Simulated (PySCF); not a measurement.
# GeHF: structure of the singlet

Where does singlet GeHF go from a bent start, is the end point a minimum, and what are its modes, charges and moments?

Computed with PySCF 2.14.0. Level: PBE0, basis Ge def2-TZVP, H def2-TZVP, F def2-TZVP, no relativity, density fitting.

## (1) The starting structure

3 atoms, charge 0, spin multiplicity 1.

Bond lengths: Ge1–H2 1.530 Å, Ge1–F3 1.850 Å. Angles: H2–Ge1–F3 110.0°.

```xyz
3
charge 0 multiplicity 1
Ge    0.0000    0.0000    0.0000
H    -1.2533    0.0000    0.8776
F     1.5154    0.0000    1.0611
```

## (2) First SCF at the start

The steps below are one call of a driver around PySCF. For each, scf.py gives the equivalent set-up of the SCF; relaxations use the driver's own optimiser. After this first run the driver tries any further starts and a stability analysis.

scf.py

```python
from pyscf import gto, scf, dft
mol = gto.M(atom='''
Ge     0.000000     0.000000     0.000000
H     -1.253300     0.000000     0.877600
F      1.515400     0.000000     1.061100''',
    basis={'Ge': 'def2-TZVP', 'H': 'def2-TZVP', 'F': 'def2-TZVP'},
    charge=0, spin=0)
mf = dft.RKS(mol, xc='PBE0')
mf.grids.atom_grid = (50, 194)
aux = {'Ge': 'def2-universal-JKFIT', 'H': 'def2-universal-JKFIT', 'F': 'def2-universal-JKFIT'}
mf = mf.density_fit(auxbasis=aux)
mf.conv_tol = 1e-08
mf.diis_space = 10
mf.max_cycle = 60
mf.init_guess = 'minao'
mf.verbose = 4
mf.kernel()
```

The run is started by

```bash
OMP_NUM_THREADS=2 python axn.py task.json out
```

What it wrote:

```text
init E= -2176.36867551481
  HOMO = -0.232506638317354  LUMO = -0.112055092120166  gap/eV = 3.27765
cycle= 1 E= -2177.01554635147  delta_E= -0.647  |g|= 0.882  |ddm|= 1.46
  HOMO = -0.193615506107421  LUMO = -0.120392205687232  gap/eV = 1.99251
cycle= 2 E= -2176.30562495598  delta_E= 0.71  |g|= 2.21  |ddm|= 1.43
  HOMO = -0.261341010757242  LUMO = -0.116574413395099  gap/eV = 3.93930
cycle= 3 E= -2177.10883280258  delta_E= -0.803  |g|= 0.31  |ddm|=  1.1
  HOMO = -0.258973543281769  LUMO = -0.110881978828836  gap/eV = 4.02978
cycle= 4 E= -2177.12032838115  delta_E= -0.0115  |g|= 0.0778  |ddm|= 0.181
  HOMO = -0.263187533527855  LUMO = -0.112297656660381  gap/eV = 4.10592
cycle= 5 E= -2177.12089821485  delta_E= -0.00057  |g|= 0.0165  |ddm|= 0.0365
  HOMO = -0.261798354438113  LUMO = -0.111106936305042  gap/eV = 4.10052
cycle= 6 E= -2177.12095869246  delta_E= -6.05e-05  |g|= 0.00138  |ddm|= 0.0123
  HOMO = -0.261919938988875  LUMO = -0.111141364677728  gap/eV = 4.10289
cycle= 7 E= -2177.12095931051  delta_E= -6.18e-07  |g|= 0.000417  |ddm|= 0.0022
  HOMO = -0.261960032655907  LUMO = -0.111185287924947  gap/eV = 4.10279
cycle= 8 E= -2177.12095936  delta_E= -4.95e-08  |g|= 0.000116  |ddm|= 0.000636
  HOMO = -0.261950459503623  LUMO = -0.111180034895341  gap/eV = 4.10267
cycle= 9 E= -2177.12095936313  delta_E= -3.13e-09  |g|= 1.91e-05  |ddm|= 0.000125
  HOMO = -0.261950569121588  LUMO = -0.111180858602566  gap/eV = 4.10265
Extra cycle  E= -2177.12095936306  delta_E= 7.37e-11  |g|= 3.3e-05  |ddm|= 3.63e-05
converged SCF energy = -2177.12095936306
```

This step, with its further starts and checks, took 4.3 s on 2 threads of Arm Neoverse V2, shared host.

The starts that the driver tried:

| start | energy (Eh) |
| --- | --- |
| the minimal-basis guess | -2177.120959 |
| a thermally smeared density | -2177.120959 |
| a smeared PBE density | -2177.120959 |

The test of internal stability and the other starts found no lower closed-shell solution.

## (3) Relaxation: bent start, singlet

The program finds Cs symmetry in the start, which this walk keeps. Threshold on the gradient: 0.0003 Eh/bohr, with a further test on the energy change.

scf.py, as its differences from that of step 2:

```diff
@@ -3,3 +3,3 @@
-Ge     0.000000     0.000000     0.000000
-H     -1.253300     0.000000     0.877600
-F      1.515400     0.000000     1.061100''',
+Ge    -0.293068     0.000000    -0.224042
+H     -1.546368     0.000000     0.653558
+F      1.222332     0.000000     0.837058''',
@@ -15 +14,0 @@
-mf.init_guess = 'minao'
```

Energy and gradient, step by step:

| step | energy (Eh) | change (kJ/mol) | largest symmetric gradient (Eh/bohr) |
| --- | --- | --- | --- |
| 0 | -2177.120959 | 0.00 | 0.04896 |
| 1 | -2177.133343 | -32.51 | 0.00822 |
| 2 | -2177.133526 | -32.99 | 0.00414 |
| 3 | -2177.133583 | -33.14 | 0.00042 |
| 4 | -2177.133583 | -33.14 | 0.00003 |

The walk took 3.4 s.

End point (Cs, 4 steps, 33.1 kJ/mol gained): Ge–F 1.757 Å, Ge–H 1.610 Å; F–Ge–H 94.1°.

## (4) Is it a minimum? Harmonic modes

The point is checked on the finer grid, and tightened if its gradient asks for it. The Hessian and the dipole derivatives come from central differences of analytic gradients, with steps of 0.02 bohr.

scf.py, as its differences from that of step 3:

```diff
@@ -3,3 +3,3 @@
-Ge    -0.293068     0.000000    -0.224042
-H     -1.546368     0.000000     0.653558
-F      1.222332     0.000000     0.837058''',
+Ge    -0.246100     0.000000    -0.254331
+H     -1.430319     0.000000     0.835999
+F      1.034510     0.000000     0.947932''',
@@ -9 +9 @@
-mf.grids.atom_grid = (50, 194)
+mf.grids.atom_grid = (75, 302)
@@ -12 +12 @@
-mf.conv_tol = 1e-08
+mf.conv_tol = 1e-10
```

This SCF starts from the last density.

SCF at the final geometry:

```text
init E= -2177.13340703363
  HOMO = -0.265569931981155  LUMO = -0.103797708785379  gap/eV = 4.40205
cycle= 1 E= -2177.13340703362  delta_E= 8.64e-12  |g|= 1.16e-05  |ddm|= 1.07e-05
  HOMO = -0.26556958729428  LUMO = -0.103797277733356  gap/eV = 4.40205
cycle= 2 E= -2177.13340703358  delta_E= 4.05e-11  |g|= 1.93e-05  |ddm|= 1.44e-05
  HOMO = -0.265569750107439  LUMO = -0.103797433063335  gap/eV = 4.40205
cycle= 3 E= -2177.13340703364  delta_E= -6.09e-11  |g|= 2.04e-06  |ddm|= 8.75e-06
  HOMO = -0.265569812749945  LUMO = -0.103797547888732  gap/eV = 4.40205
Extra cycle  E= -2177.13340703364  delta_E= 2.73e-12  |g|= 2.88e-06  |ddm|= 2.25e-06
converged SCF energy = -2177.13340703364
```

The whole step took 17 s.

Geometry: Cs; Ge–F 1.757 Å, Ge–H 1.610 Å; F–Ge–H 94.2°.

Modes, for the most abundant isotopes:

```
symmetry  ω (cm⁻¹)  IR (km/mol)  μ (u)     type
      a'       667          115  19.43  stretch
      a'       767         26.4   1.08     bend
      a'      1873          426   1.02  stretch
```

All wavenumbers are real: a minimum.

Properties at this point:

| Item | Value |
| --- | --- |
| Dipole moment | 1.87 D |
| Highest occupied level | -7.23 eV |
| Lowest empty level | -2.82 eV |
| Rotational constants | 6.594, 0.3597, 0.3411 cm⁻¹ |
| Zero-point energy | 19.8 kJ/mol |
| Principal polarisabilities | 25.7, 29.6, 37.2 bohr³ |
| Atomisation energy without zero-point energy | 790 kJ/mol |
| Principal traceless quadrupole moments about the centre of mass | -3.70, -1.73, 5.43 D Å |
| Entropy at 298.15 K and 1 bar | 252.6 J/(mol K) |
| Heat capacity Cp at 298.15 K | 40.0 J/(mol K) |
| Enthalpy at 298.15 K above 0 K | 10.48 kJ/mol |
| Rotational symmetry number | 1 |

Populations by atom (charges in e):

```csv
atom,Mulliken,Löwdin,polar tensor,Mayer order to Ge1
Ge1,0.42,0.31,0.87,–
H2,-0.05,-0.11,-0.26,0.94
F3,-0.37,-0.20,-0.61,0.95
```

Mulliken populations on Ge1: s 7.88, p 13.49, d 10.17, f 0.04.

## (5) Would spin polarisation lower it?

At the lowest minimum the closed shell is tested against spin polarisation, on the (50, 194) grid. It is stable.

## (6) Summary of results

| quantity | value |
| --- | --- |
| minimum | singlet, Cs |
| geometry | Ge–F 1.757 Å, Ge–H 1.610 Å; F–Ge–H 94.2° |
| wavenumbers (cm⁻¹) | 667 (a'), 767 (a'), 1873 (a') |
| dipole moment | 1.87 D |
| highest occupied, lowest empty level | -7.23, -2.82 eV |
| polar-tensor charge of Ge1 | +0.87 e |
| zero-point energy | 19.8 kJ/mol |
| entropy at 298.15 K | 252.6 J/(mol K) |
| atomisation energy (no zero-point energy) | 790 kJ/mol |

The bent start keeps its Cs symmetry and ends in a minimum. In the infrared the band at 1873 cm⁻¹ (a', stretch) leads. Only this shape and spin were tried, so other structures or states may lie lower.

The search up to here took 26 s on 2 threads of Arm Neoverse V2, shared host.
